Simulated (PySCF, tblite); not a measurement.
**C6H13BO2S: geometry, infrared bands and NMR shifts**

Wanted: the infrared bands and NMR shifts of C6H13BO2S (`CB(CC(C)=O)C[S@](C)=O`), by calculation.

Computed with tblite 0.8.0 and PySCF 2.14.0, with density-fitted response routines of our own, on a single molecule in the gas phase. Atoms count from 0, in the outputs and in this text.

### 1 The starting structure

23 atoms, charge 0, multiplicity 1; geometry from: force field or distance geometry start.

Bonds of the start (Å): C0–B1 1.60, B1–C2 1.57, C2–C3 1.48, C3–C4 1.45, C3–O5 1.25, B1–C6 1.59, C6–S7 1.80, S7–C8 1.78, S7–O9 1.51, C0–H10 1.12, C0–H11 1.11, C0–H12 1.09, C2–H13 1.12, C2–H14 1.10, C4–H15 1.13, C4–H16 1.13, C4–H17 1.09, C6–H18 1.13, C6–H19 1.11, C8–H20 1.12, C8–H21 1.10, C8–H22 1.13.

### 2 Geometry optimisation with GFN2-xTB

The job: settings as JSON, then the geometry in Å.

```
{"job": {"kind": "relax", "xc": "GFN2-xTB", "basis": "xTB"}, "charge": 0, "multiplicity": 1}
C     -0.056700    -2.291500    -0.406800
B     -0.474600    -0.806700     0.007900
C     -1.793000    -0.694900     0.854700
C     -2.582500     0.531700     0.577000
C     -2.235300     1.593600    -0.349800
O     -3.643800     0.657500     1.218700
C      0.745400     0.102000     0.481800
S      2.168000    -0.043600    -0.607700
C      3.552300     0.957700    -0.116400
O      1.814400     0.077600    -2.068600
H     -0.945600    -2.757100    -0.901100
H      0.156200    -2.836100     0.536900
H      0.824800    -2.308300    -1.039700
H     -2.458100    -1.568800     0.634900
H     -1.526200    -0.712400     1.924300
H     -2.250700     2.549100     0.260000
H     -3.112900     1.711400    -1.052500
H     -1.320300     1.468700    -0.924900
H      1.084500    -0.352400     1.462300
H      0.468900     1.158700     0.661000
H      4.307600     0.961900    -0.942400
H      4.047200     0.600600     0.794200
H      3.225800     2.028300     0.067600
```

Command:

```console
> OMP_NUM_THREADS=1 python probes_run.py task.json out
```

One launch serves the whole session: the jobs run in the order shown.

**Question.** This job is followed by: GFN2-xTB harmonic vibrations, gas phase; GIAO PBE0/pcSseg-1 NMR shielding, non-relativistic, gas phase. What will the session give for the following? strongest single infrared mode (GFN2-xTB); zero-point energy (GFN2-xTB); 13C shifts against TMS (PBE0/pcSseg-1); 1H shifts against TMS (PBE0/pcSseg-1, means over atoms taken as alike); 11B shifts against BF3·OEt2 (PBE0/pcSseg-1); 17O shifts against H2O (PBE0/pcSseg-1); 33S shifts against CS2 (PBE0/pcSseg-1).

As calculated:

```
                                                              quantity                                         value
                             strongest single infrared mode (GFN2-xTB)                         1734 cm⁻¹, 346 km/mol
                                          zero-point energy (GFN2-xTB)                                114.7 kcal/mol
                                13C shifts against TMS (PBE0/pcSseg-1)       213.3, 57.9, 55.0, 47.6, 38.0, 20.5 ppm
1H shifts against TMS (PBE0/pcSseg-1, means over atoms taken as alike)  3.53, 3.45, 2.88, 2.56, 2.55, 2.50, 1.43 ppm
                           11B shifts against BF3·OEt2 (PBE0/pcSseg-1)                                      82.2 ppm
                                17O shifts against H2O (PBE0/pcSseg-1)                               640.8, 55.8 ppm
                                33S shifts against CS2 (PBE0/pcSseg-1)                                       324 ppm
```

The optimisation took 251 steps and gained 2.068 eV; among the close pairs (by a distance rule), C6–S7 changed most, from 1.798 to 1.885 Å. All 63 modes are real, so the xTB geometry is a minimum. The strongest single mode, at 1734 cm⁻¹, moves mainly C3 and O5. Unscaled tight-binding wavenumbers are off by several per cent, some by more. Its intensities can rank the bands wrongly. C3 (ketone carbonyl carbon) lies farthest downfield among carbon, at 213.3 ppm; the double bond to the heteroatom, with no lone-pair donor beside it, deshields it most. At PBE0/pcSseg-1: The widest tensor belongs to O5: span 1173 ppm, with a paramagnetic part of -708 ppm.
